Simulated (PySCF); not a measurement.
# NdF3(H2O): other functionals and bases at one geometry

Aim: see how levels, charges and forces of NdF3(H2O) depend on the level of theory. It is a constructed species; whether it can be made isn't addressed.

Program: PySCF 2.14.0. Level of theory: several levels, as the steps say, no spin–orbit coupling. These are calculated values, not measurements.

1 further run of the same task is left out (for a known fault of the program).

## (1) Starting geometry

7 atoms, charge 0, spin multiplicity 1.

Bond lengths: Nd1–F2 2.083 Å, Nd1–F3 2.080 Å, Nd1–F4 2.083 Å, Nd1–O5 2.510 Å, O5–H6 0.965 Å, O5–H7 0.965 Å. Angles: F2–Nd1–F3 115.6°, F2–Nd1–F4 118.0°, F2–Nd1–O5 100.4°, F3–Nd1–F4 115.6°, F3–Nd1–O5 102.3°, F4–Nd1–O5 100.4°, Nd1–O5–H6 126.8°, Nd1–O5–H7 126.8°, H6–O5–H7 106.4°.

As a file:

```xyz
7
charge 0, multiplicity 1
Nd    0.0888   -0.0889    0.0889
F     1.1286    1.3619    1.1628
F    -1.3219   -1.1694    1.1694
F     1.1286   -1.1628   -1.3619
O    -1.3495    1.3658   -1.3658
H    -1.6879    2.2439   -1.1506
H    -1.6879    1.1506   -2.2439
```

Formal oxidation states: Nd +3. Each metal's 3 4f electrons lie in its core potential, so multiplicities, spins and levels count the valence alone. An earlier session relaxed this geometry at PBE0, Nd lcecp-1-SVP with ECP49, F def2-SVP, O def2-SVP, H def2-SVP (singlet, point group Cs).

At PBE0 on the finer grid: E = -409.498016 Eh, HOMO -9.25 eV, LUMO -1.09 eV, Mulliken charge on Nd1 +1.21 e, largest force component 0.010 eV/Å. 

Levels to run: HF; revPBE; PBE0, TZVP. Hardware: 2 threads of Arm Neoverse V2, shared host.

## (2) HF

run.py (the lines that set the calculation) reads:

```python
mol = gto.M(atom='''
Nd     0.08881    -0.08894     0.08894
F      1.12862     1.36186     1.16277
F     -1.32191    -1.16937     1.16937
F      1.12862    -1.16277    -1.36186
O     -1.34948     1.36580    -1.36580
H     -1.68785     2.24385    -1.15060
H     -1.68785     1.15060    -2.24385''',
    basis={'Nd': 'lcecp-1-SVP', 'F': 'def2-SVP', 'O': 'def2-SVP', 'H': 'def2-SVP'},
    ecp={'Nd': 'lcecp-1-SVP'},
    charge=0, spin=0)
mf = scf.RHF(mol)
mf = mf.density_fit()  # fitting sets: Nd AutoAux, F def2-universal-JKFIT, O def2-universal-JKFIT, H def2-universal-JKFIT
mf.conv_tol = 1e-08; mf.max_cycle = 55
mf.kernel(dm0)  # dm0: the density of the relaxed state
```

Launch:

```
OMP_NUM_THREADS=2 python run.py
```

## (3) revPBE

Changes to run.py (the lines that set the calculation) since step 2:

```diff
@@ -11,3 +11,4 @@
     charge=0, spin=0)
-mf = scf.RHF(mol)
+mf = dft.RKS(mol, xc='PBE_R,PBE')
+mf.grids.atom_grid = (75, 302)  # f atoms: unpruned, at least (60, 302)
 mf = mf.density_fit()  # fitting sets: Nd AutoAux, F def2-universal-JKFIT, O def2-universal-JKFIT, H def2-universal-JKFIT
```

## (4) PBE0, TZVP

Basis: Nd lcecp-1-TZVP with ECP49, F def2-TZVP, O def2-TZVP, H def2-TZVP. 

run.py (the lines that set the calculation) reads:

```python
mol = gto.M(atom='''
Nd     0.08881    -0.08894     0.08894
F      1.12862     1.36186     1.16277
F     -1.32191    -1.16937     1.16937
F      1.12862    -1.16277    -1.36186
O     -1.34948     1.36580    -1.36580
H     -1.68785     2.24385    -1.15060
H     -1.68785     1.15060    -2.24385''',
    basis={'Nd': 'lcecp-1-TZVP', 'F': 'def2-TZVP', 'O': 'def2-TZVP', 'H': 'def2-TZVP'},
    ecp={'Nd': 'lcecp-1-TZVP'},
    charge=0, spin=0)
mf = dft.RKS(mol, xc='PBE0')
mf.grids.atom_grid = (75, 302)  # f atoms: unpruned, at least (60, 302)
mf = mf.density_fit()  # fitting sets: Nd AutoAux, F def2-universal-JKFIT, O def2-universal-JKFIT, H def2-universal-JKFIT
mf.conv_tol = 1e-08; mf.max_cycle = 55
mf.kernel(dm0)  # dm0: free metal ions and neutral atoms
```

Q: Predict the outcome of this session. Wanted: for each run, HOMO; gap; charge on Nd1; dipole; largest force.

**Answer**, as computed:

| level | state | HOMO (eV) | gap (eV) | charge on Nd1 (e) | dipole (D) | largest force (eV/Å) | basis functions | time |
| --- | --- | --- | --- | --- | --- | --- | --- | --- |
| PBE0 (relaxed here) | singlet | -9.25 | 8.16 | 1.21 | 6.88 | 0.01 | 99 | 11 s |
| HF | singlet | -14.32 | 15.40 | 1.73 | 7.31 | 0.79 | 99 | 2.2 s |
| revPBE | singlet | -7.24 | 5.43 | 1.00 | 6.65 | 0.46 | 99 | 4.6 s |
| PBE0, TZVP | singlet | -9.45 | 8.08 | 1.68 | 6.89 | 0.23 | 183 | 11 s |

Times are on 2 threads of Arm Neoverse V2, shared host; the first row also made further properties.

In one basis the HOMO–LUMO gap runs from 5.43 eV (revPBE) to 15.40 eV (HF). The largest leftover force, 0.79 eV/Å with HF, stands at a geometry relaxed at another level. The Mulliken charge on Nd spans +1.00 to +1.73 e over the levels. With 4f in the core, its levels are missing from HOMO and gap. Total energies of different levels can't be compared. Spin–orbit coupling is left out throughout.
